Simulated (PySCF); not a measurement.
# C6H9BrSi (Si(vinyl)3Br): the cost of one run

Computed with PySCF 2.14.0, with density-fitted response routines of our own, on a single molecule in the gas phase. Atoms are numbered from 0 throughout.

### 1 The molecule as given

17 atoms, charge 0, multiplicity 1; geometry from: GFN2-xTB. The atoms were then displaced at random by about 0.03 Å, so the start is not that level's minimum.

Bonds of the start (Å): Si0–C1 1.88, Si0–C6 1.85, Si0–C11 1.96, Si0–Br16 2.19, C1–C2 1.33, C1–H3 1.15, C2–H4 1.07, C2–H5 1.09, C6–C7 1.32, C6–H8 1.10, C7–H9 1.12, C7–H10 1.00, C11–C12 1.43, C11–H13 1.06, C12–H14 1.10, C12–H15 1.04.

### 2 Geometry optimisation at PBE0-D3(BJ)/def2-SVP

The job: settings as JSON, then the geometry in Å.

```
{"job": {"xc": "PBE0", "basis": "def2-SVP", "d3": "d3bj", "grid": 1, "maxiter": 40, "shake": 0.03, "kind": "geom"}, "charge": 0, "multiplicity": 1}
Si     0.055560    -0.092830     0.005810
C     -0.304040     0.056260     1.848580
C     -1.048110    -0.805680     2.540690
H      0.271260     0.916460     2.352340
H     -1.473720    -1.674600     2.084320
H     -1.127680    -0.684970     3.626100
C      1.852670    -0.202650    -0.421190
C      2.419890    -1.215590    -1.051640
H      2.453150     0.646470    -0.067270
H      1.783880    -2.090360    -1.325910
H      3.403190    -1.288570    -1.225800
C     -0.737530     1.481010    -0.856750
C     -1.816630     1.468960    -1.797540
H     -0.383580     2.447960    -0.587560
H     -2.201140     0.478340    -2.075550
H     -2.121950     2.371050    -2.216030
Br    -1.053760    -1.811830    -0.772360
```

On the command line:

```bash
$ OMP_NUM_THREADS=1 python probes_run.py task.json out
```

This one command runs all jobs of the session in turn.

Q: Estimate the wall time and peak memory of this first job on 1 thread of Arm Neoverse N1, shared host.

About 4.9 min, with a peak of 0.79 GiB.
